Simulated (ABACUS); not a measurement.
Crystal: NiMoIrPdW.

```
CELL_PARAMETERS angstrom
4.14670 0.00000 0.00000
-2.07335 3.59115 0.00000
0.00000 0.00000 5.41629
ATOMIC_POSITIONS crystal
Ir 0.33333 0.66667 0.25641
W 0.66667 0.33333 0.99985
Pd 0.33333 0.66667 0.74601
Mo 0.66667 0.33333 0.45996
Ni 0.00000 0.00000 0.02221
```

The cell was built by a generator and needn't be a form met in nature.

Program: ABACUS 3.10.1. Alike in all runs: task single point; level PBE; cell as given; cutoff (eV) 1361; smearing fermi-dirac 0.05 eV.

**Question.** Order these runs on this cell by their pressure, lowest first.
A. potentials or basis PseudoDojo NC SR 0.4.1 PBE standard, DZP LCAO (the cutoffs set its grid); spin collinear, ferromagnetic start; fixed moment (μB) 2.0; k mesh 5 × 5 × 4; symmetry key 1; mesh quality not flagged
B. potentials or basis PseudoDojo NC SR 0.4.1 PBE standard, DZP LCAO (the cutoffs set its grid); spin collinear, ferromagnetic start; fixed moment (μB) 3.0; k mesh 5 × 5 × 4; symmetry key 1; mesh quality not flagged
C. potentials or basis PseudoDojo NC FR 0.4 PBE standard, DZP LCAO (the cutoffs set its grid); spin collinear, ferromagnetic start, SOC; k mesh 4 × 4 × 3; symmetry key -1; mesh quality coarse
D. potentials or basis PseudoDojo NC SR 0.4.1 PBE standard, DZP LCAO (the cutoffs set its grid); spin collinear, ferromagnetic start; k mesh 5 × 5 × 4; symmetry key 1; mesh quality not flagged

**Answer.** C (-0.9 GPa), D (0.7 GPa), A (2.3 GPa), B (4.0 GPa).

Caveats: some runs use coarse meshes; the atomic orbitals were generated for these runs and aren't a published set; this set's palladium file may shift the pressure by some GPa; the basis of atomic orbitals isn't converged, which shifts pressures, moduli and gaps; the total moment is fixed, so each spin has its own Fermi level (some runs); with noncolin 0 the moments lie along z, whatever direction is typed (some runs).
